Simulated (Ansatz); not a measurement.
# CH4BN: the cost of one run

The runs use Ansatz 0.2.0, Gaussian basis; PBE0-D4/def2-TZVP structures, single points in def2-TZVPP, no counterpoise correction.

Levels: SPW92, PBE-D4, BLYP-D4, r2SCAN-D4, B97M-V, PBE0-D4, B3LYP-D4, r2SCAN0-D4, BHLYP-D4, CAM-B3LYP-D4, wB97X-V, wB97M-V, B2PLYP, PBE-QIDH, RPA on PBE, Hartree-Fock, MP2, CCSD, CCSD(T).

Cores are frozen in the correlated methods. Filled d shells of the heavier atoms are correlated. B3LYP uses VWN-RPA correlation. B2PLYP carries no dispersion term here.

56 further runs of the same task are left out: 56 set aside as unsound or not needed.

**1. The starting structure**

The complex: 9 atoms, charge 0, spin multiplicity 1.

Atoms are counted from 1 here; the program's logs count them from 0.

Bond lengths: B1–N3 1.246 Å, B1–C5 1.528 Å, Br2–H4 1.450 Å, N3–H6 0.993 Å, C5–H7 1.092 Å, C5–H8 1.092 Å, C5–H9 1.092 Å. Angles: N3–B1–C5 175.9°, B1–N3–H6 164.9°, B1–C5–H7 110.6°, B1–C5–H8 110.7°, B1–C5–H9 110.9°, H7–C5–H8 108.2°, H7–C5–H9 108.2°, H8–C5–H9 108.2°.

Geometry (Å):

```mol
CH5BBrN
  3D, bonds by distance, orders not assigned

  9  7  0  0  0  0  0  0  0  0999 V2000
   -0.4115    0.4431    0.1656 B   0  0
    0.1805   -3.2243   -0.5747 Br  0  0
   -1.3976   -0.3121    0.2599 N   0  0
   -0.4625   -1.9724   -0.2235 H   0  0
    0.8580    1.2811    0.0214 C   0  0
   -2.3049   -0.6914    0.3987 H   0  0
    1.2850    1.1621   -0.9768 H   0  0
    1.6082    0.9732    0.7528 H   0  0
    0.6448    2.3408    0.1767 H   0  0
  1  3  8  0
  1  5  8  0
  2  4  8  0
  3  6  8  0
  5  7  8  0
  5  8  8  0
  5  9  8  0
M  END
```

Its parts: CH₄BN holds atoms 1, 3, 5, 6, 7, 8, 9; HBr holds atoms 2, 4. Each part counts its atoms afresh in its own runs.

**2. Relaxing CH₄BN alone**

File relax-a/in.yaml:

```yaml
crystal:
  periodic: [false, false, false]
  atoms:
    - {symbol: B, position_ang: [-0.411514, 0.443063, 0.165569]}
    - {symbol: N, position_ang: [-1.397602, -0.312123, 0.259870]}
    - {symbol: C, position_ang: [0.858006, 1.281058, 0.021380]}
    - {symbol: H, position_ang: [-2.304918, -0.691439, 0.398736]}
    - {symbol: H, position_ang: [1.284984, 1.162134, -0.976820]}
    - {symbol: H, position_ang: [1.608195, 0.973179, 0.752833]}
    - {symbol: H, position_ang: [0.644787, 2.340825, 0.176740]}
basis:
  gaussian: {orbitals: def2-TZVP}
hamiltonian: {xc: pbe0, dispersion: d4}
relax: {f_tol: 0.005, max_steps: 200}
```

On the command line:

```bash
$ ansatz run in.yaml --threads 4 --pin off --events-out ev --progress --plain --max-ram 9574MiB
```

**Question.** How long does this run take on 4 threads of Arm Neoverse V1, shared host?

About 5.5 s.
